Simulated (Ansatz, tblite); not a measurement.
**C20H22N4: a ladder of methods and basis sets**

How do method and basis change the picture of C20H22N4 (singlet)?

Computed with Ansatz 0.2.0, Gaussian basis. Level: as each input shows.

Levels to be run: GFN1-xTB, GFN2-xTB, PBE-D4/def2-TZVP, r2SCAN-D4/def2-TZVP, B3LYP-D4/def2-TZVP, HF/def2-TZVP, CAM-B3LYP-D4/def2-TZVP, PBE+5HF/def2-SVP, PBE+10HF/def2-SVP, PBE+15HF/def2-SVP, PBE+35HF/def2-SVP, PBE+50HF/def2-SVP, PBE-D4/def2-SVP, PBE0-D4/def2-SVP, HF/STO-3G, HF/6-31G, B3LYP-D4/6-31G, MP2/def2-SVP, RPA/def2-SVP.

## (1) The structure

The geometry is that of the singlet, from an earlier relaxation (PBE-D4/def2-SVP).

SMILES `Cn1cccc1-c1ccc(-c2ccc(-c3cccn3C)n2C)n1C`, 46 atoms, charge 0, spin multiplicity 1.

Bond lengths: C1–N2 1.449 Å, C1–H25 1.106 Å, C1–H26 1.111 Å, C1–H27 1.107 Å, N2–C3 1.378 Å, N2–C6 1.393 Å, C3–C4 1.391 Å, C3–H28 1.096 Å, C4–C5 1.421 Å, C4–H29 1.096 Å, C5–C6 1.404 Å, C5–H30 1.095 Å, C6–C7 1.456 Å, C7–C8 1.404 Å, C7–N23 1.391 Å, C8–C9 1.417 Å, C8–H31 1.095 Å, C9–C10 1.399 Å and more. Angles: N2–C1–H25 109.8°, N2–C1–H26 112.1°, N2–C1–H27 109.4°, H25–C1–H26 108.0°, H25–C1–H27 109.0°, H26–C1–H27 108.5°, C1–N2–C3 124.3°, C1–N2–C6 126.4°, C3–N2–C6 109.3°, N2–C3–C4 108.7°, N2–C3–H28 120.5°, C4–C3–H28 130.8°, C3–C4–C5 107.0°, C3–C4–H29 125.9°, C5–C4–H29 127.1°, C4–C5–C6 107.9°, C4–C5–H30 126.8°, C6–C5–H30 125.2° and more.

PBE0-D4/def2-TZVP was run before; its log isn't repeated, and its numbers join the tables.

## (2) GFN1-xTB

Tight binding, by tblite at 300 K electronic temperature and without a spin-polarisation term:

```python
tblite.interface.Calculator('GFN1-xTB', numbers, positions, charge=0, uhf=0).singlepoint()
```

Energy -1819.9193 eV, HOMO -9.95 eV, LUMO -7.05 eV; 0.16 s.

## (3) GFN2-xTB

Tight binding, by tblite at 300 K electronic temperature and without a spin-polarisation term:

```python
tblite.interface.Calculator('GFN2-xTB', numbers, positions, charge=0, uhf=0).singlepoint()
```

Energy -1789.6016 eV, HOMO -9.00 eV, LUMO -6.04 eV; 0.13 s.

## (4) PBE-D4/def2-TZVP

start.molden holds the orbitals of an earlier run on this state, given as this run's starting guess.

The input, in.yaml:

```yaml
crystal:
  periodic: [false, false, false]
  atoms:
    - {symbol: C, position_ang: [-5.728160, -0.982707, 0.007577]}
    - {symbol: N, position_ang: [-5.275093, 0.394115, -0.002777]}
    - {symbol: C, position_ang: [-6.092141, 1.477929, -0.239461]}
    - {symbol: C, position_ang: [-5.320917, 2.634553, -0.200748]}
    - {symbol: C, position_ang: [-3.985457, 2.235009, 0.077352]}
    - {symbol: C, position_ang: [-3.970165, 0.837197, 0.203054]}
    - {symbol: C, position_ang: [-2.874635, -0.071884, 0.507823]}
    - {symbol: C, position_ang: [-2.823456, -1.171330, 1.378786]}
    - {symbol: C, position_ang: [-1.513494, -1.707722, 1.324345]}
    - {symbol: C, position_ang: [-0.772286, -0.934421, 0.424147]}
    - {symbol: C, position_ang: [0.602094, -1.134273, -0.020175]}
    - {symbol: C, position_ang: [1.184333, -2.294445, -0.542400]}
    - {symbol: C, position_ang: [2.560033, -2.030690, -0.753373]}
    - {symbol: C, position_ang: [2.810505, -0.708280, -0.355346]}
    - {symbol: C, position_ang: [4.044318, 0.064128, -0.378952]}
    - {symbol: C, position_ang: [4.283168, 1.386504, -0.784137]}
    - {symbol: C, position_ang: [5.672772, 1.645515, -0.634719]}
    - {symbol: C, position_ang: [6.253294, 0.481263, -0.143210]}
    - {symbol: N, position_ang: [5.269028, -0.469377, 0.017272]}
    - {symbol: C, position_ang: [5.499259, -1.803116, 0.536048]}
    - {symbol: N, position_ang: [1.607369, -0.175619, 0.097032]}
    - {symbol: C, position_ang: [1.451716, 1.106724, 0.754857]}
    - {symbol: N, position_ang: [-1.617232, 0.056184, -0.073928]}
    - {symbol: C, position_ang: [-1.281933, 0.957930, -1.158257]}
    - {symbol: H, position_ang: [-4.906728, -1.649866, -0.314717]}
    - {symbol: H, position_ang: [-6.057801, -1.306022, 1.018257]}
    - {symbol: H, position_ang: [-6.579147, -1.094280, -0.691823]}
    - {symbol: H, position_ang: [-7.163151, 1.337342, -0.424053]}
    - {symbol: H, position_ang: [-5.686636, 3.656353, -0.352318]}
    - {symbol: H, position_ang: [-3.118364, 2.891023, 0.210626]}
    - {symbol: H, position_ang: [-3.643383, -1.503128, 2.024750]}
    - {symbol: H, position_ang: [-1.112194, -2.551736, 1.895654]}
    - {symbol: H, position_ang: [0.637855, -3.216368, -0.768698]}
    - {symbol: H, position_ang: [3.297112, -2.704614, -1.202997]}
    - {symbol: H, position_ang: [3.526390, 2.072852, -1.179321]}
    - {symbol: H, position_ang: [6.199160, 2.578683, -0.864739]}
    - {symbol: H, position_ang: [7.294039, 0.253172, 0.113164]}
    - {symbol: H, position_ang: [6.343581, -1.777793, 1.251776]}
    - {symbol: H, position_ang: [5.742103, -2.528329, -0.270038]}
    - {symbol: H, position_ang: [4.593592, -2.163067, 1.059442]}
    - {symbol: H, position_ang: [1.268707, 1.930807, 0.034012]}
    - {symbol: H, position_ang: [0.595363, 1.051989, 1.453892]}
    - {symbol: H, position_ang: [2.372910, 1.350587, 1.317585]}
    - {symbol: H, position_ang: [-2.170329, 1.116114, -1.798914]}
    - {symbol: H, position_ang: [-0.467292, 0.511523, -1.759957]}
    - {symbol: H, position_ang: [-0.948709, 1.951562, -0.792373]}
basis:
  gaussian: {orbitals: def2-TZVP, fitting: {mean_field: def2-universal-jkfit}, initial_orbitals: start.molden}
hamiltonian: {xc: pbe, dispersion: d4}
scf: {omitted_lower_state_checks: [starts]}
output: {forces: true, orbitals: {seedname: orbitals}}
```

Command:

```
> ansatz run in.yaml --threads 2 --pin off --events-out ev --progress --plain --max-ram 22528MiB --backend cuda --devices 0, --max-vram 18GiB
```

Further steps of the session: r2SCAN-D4/def2-TZVP; B3LYP-D4/def2-TZVP; HF/def2-TZVP; CAM-B3LYP-D4/def2-TZVP; PBE+5HF/def2-SVP; PBE+10HF/def2-SVP; PBE+15HF/def2-SVP; PBE+35HF/def2-SVP; PBE+50HF/def2-SVP; PBE-D4/def2-SVP; PBE0-D4/def2-SVP; HF/STO-3G; HF/6-31G; B3LYP-D4/6-31G; MP2/def2-SVP; RPA/def2-SVP.

Before running them: what should the planned runs give, taken together? Wanted: gap in def2-TZVP, named functionals and Hartree-Fock, smallest and largest; gap over the share of exact exchange; correlation energy, MP2/def2-SVP; binding an atom, functionals in def2-TZVP; PBE0 total energy, smallest basis above largest.

**Answer**, as computed:

```
                                                                  quantity                                value
gap in def2-TZVP, named functionals and Hartree-Fock, smallest and largest       3.03 eV (PBE-D4), 9.49 eV (HF)
                                      gap over the share of exact exchange         3.08 eV at 0, 6.34 eV at 0.5
                                          correlation energy, MP2/def2-SVP                            -91.29 eV
                                 binding an atom, functionals in def2-TZVP  4.82 (B3LYP-D4) to 5.01 eV (PBE-D4)
                           PBE0 total energy, smallest basis above largest       28.00 eV (def2-SVP, def2-TZVP)
```

What this shows: Orbital gaps of the named functionals and Hartree-Fock in def2-TZVP span 3.03 eV (PBE-D4) to 9.49 eV (HF); exact exchange widens it. Raising the share of exact exchange from 0 to 0.5 moves the HOMO by -1.76 eV and the LUMO by +1.51 eV.
